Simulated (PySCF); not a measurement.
# Ways to converge the SCF of InH

The same problem is solved with other solver options, one edit a run.

Method: method and basis as typed in the scripts; program: PySCF 2.14.0.

1 further run of the same task is left out (for a known fault of the program).

### 1 The starting structure

InH: 2 atoms, charge 0, spin multiplicity 1.

Bond lengths: In1–H2 1.710 Å.

### 2 The run that the others are compared with

Input file input.py:

```python
from pyscf import gto, scf, mp

mol = gto.M(
    atom='In 0 0 0; H 0 0 1.71',
    basis='def2-svp',
    ecp={'In': 'def2-svp'},
    charge=0,
    spin=0,
    verbose=4,
)
mf = scf.UHF(mol)
mf.kernel()
mp.MP2(mf, frozen=4).kernel()
mf.dip_moment()
print('orbital energies (hartree):', [e[max(0, n-3):n+3].round(4) for e, n in zip(mf.mo_energy, mol.nelec)])
```

Run with:

```sh
python input.py
```

Its log is not repeated here.

Base result: E(SCF) = -189.768136 Eh, 8 cycles, E(MP2) − E(SCF) = -0.07211 Eh, μ = 0.34 D (of the SCF density).

The bond length is a typed value, not an optimised one.

### 3 DIIS space off

Variant 1 changes DIIS space: default → off.

Input file input.py:

```python
from pyscf import gto, scf, mp

mol = gto.M(
    atom='In 0 0 0; H 0 0 1.71',
    basis='def2-svp',
    ecp={'In': 'def2-svp'},
    charge=0,
    spin=0,
    verbose=4,
)
mf = scf.UHF(mol)
mf.diis = False
mf.kernel()
mp.MP2(mf, frozen=4).kernel()
mf.dip_moment()
print('orbital energies (hartree):', [e[max(0, n-3):n+3].round(4) for e, n in zip(mf.mo_energy, mol.nelec)])
```

Run with:

```sh
python input.py
```

### 4 Initial guess mod_huckel

Variant 2 changes initial guess: minao → mod_huckel.

input.py: that of step 2 with these lines changed.

```diff
@@ -11,2 +11,3 @@
 mf = scf.UHF(mol)
+mf.init_guess = 'mod_huckel'
 mf.kernel()
```

### 5 Second-order solver on

Variant 3 changes second-order solver: off → on.

input.py: that of step 2 with these lines changed.

```diff
@@ -11,2 +11,3 @@
 mf = scf.UHF(mol)
+mf = mf.newton()
 mf.kernel()
```

Q: Predict the outcome of this session. Wanted: for each run, E(SCF); from base; gap; SCF dipole; after the SCF.

The runs gave:

| run | E(SCF) (hartree) | from base (eV) | cycles | gap (eV) | SCF dipole (D) | after the SCF |
| --- | --- | --- | --- | --- | --- | --- |
| base | -189.768136 | 0 | 8 | 8.18 | 0.34 | MP2 correlation -1.962 eV, core frozen |
| DIIS space off | -189.768136 | 0.0000 | 11 | 8.18 | 0.34 | MP2 correlation -1.962 eV, core frozen |
| initial guess mod_huckel | -189.768136 | 0.0000 | 9 | 8.18 | 0.34 | MP2 correlation -1.962 eV, core frozen |
| second-order solver on | -189.768136 | 0.0000 | 3 macro | 8.18 | 0.34 | MP2 correlation -1.962 eV, core frozen |

Distance from each run's final energy (log10 hartree) by cycle:

| run | cycle 1 | cycle 2 | cycle 3 | cycle 5 | cycle 8 | cycle 12 |
| --- | --- | --- | --- | --- | --- | --- |
| base | -0.6 | -1.8 | -3.5 | -6.2 | -9.8 | done |
| DIIS space off | -0.6 | -1.8 | -3.0 | -5.2 | -8.1 | done |
| initial guess mod_huckel | -2.3 | -3.5 | -4.3 | -5.5 | -9.7 | done |
| second-order solver on | -3.0 | < -11 | < -11 | done | done | done |

No change of the SCF energy comes from DIIS space off or initial guess mod_huckel or second-order solver on. The base needs 8 cycles and the run with DIIS space off needs 11.
